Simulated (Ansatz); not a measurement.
# C2H3F2NSi: the cost of one run

Method: RKS CAM-B3LYP-D4/def2-SVP, in Ansatz 0.2.0.

**1. Starting point**

Bond lengths: N1–C2 1.259 Å, C2–C3 1.389 Å, C3–F4 1.396 Å, C2–Si5 1.708 Å, Si5–F6 1.619 Å, N1–H7 0.991 Å, C3–H8 1.151 Å, Si5–H9 1.449 Å. Angles: N1–C2–C3 122.5°, N1–C2–Si5 138.6°, C3–C2–Si5 98.9°, C2–N1–H7 112.7°, C2–C3–F4 121.6°, C2–C3–H8 119.8°, F4–C3–H8 103.8°, C2–Si5–F6 114.6°, C2–Si5–H9 121.6°, F6–Si5–H9 108.0°.

As a file:

```xyz
9

N    -1.6704   -0.5530    0.8792
C    -0.6184   -0.1033    0.3535
C     0.2104   -0.8822   -0.4440
F     0.2673   -0.7076   -1.8279
Si    0.2751    1.3524    0.3199
F     1.6662    1.3084    1.1467
H    -1.8615   -1.4881    0.6133
H     1.3087   -1.0440   -0.1414
H     0.5110    2.0711   -0.9165
```

**2. Relaxing end A**

input.yaml reads:

```yaml
crystal:
  periodic: [false, false, false]
  atoms:
    - { symbol: "N", position_ang: [-1.6704, -0.553, 0.8792] }
    - { symbol: C, position_ang: [-0.6184, -0.1033, 0.3535] }
    - { symbol: C, position_ang: [0.2104, -0.8822, -0.444] }
    - { symbol: F, position_ang: [0.2673, -0.7076, -1.8279] }
    - { symbol: Si, position_ang: [0.2751, 1.3524, 0.3199] }
    - { symbol: F, position_ang: [1.6662, 1.3084, 1.1467] }
    - { symbol: H, position_ang: [-1.8615, -1.4881, 0.6133] }
    - { symbol: H, position_ang: [1.3087, -1.044, -0.1414] }
    - { symbol: H, position_ang: [0.511, 2.0711, -0.9165] }
basis:
  gaussian: { orbitals: def2-SVP }
hamiltonian:
  xc: cam_b3lyp
  dispersion: d4
relax:
  f_tol: 0.015
  max_steps: 40
```

Run with:

```bash
ansatz run input.yaml --threads 2 --pin off --max-ram 3072MiB --backend cpu --events-out ev --progress --plain --runs-dir out
```

What time and memory should one allow on 2 threads of AMD EPYC 7R13 (Zen 3), shared host?

About 42 s, with a peak of 0.29 GiB.
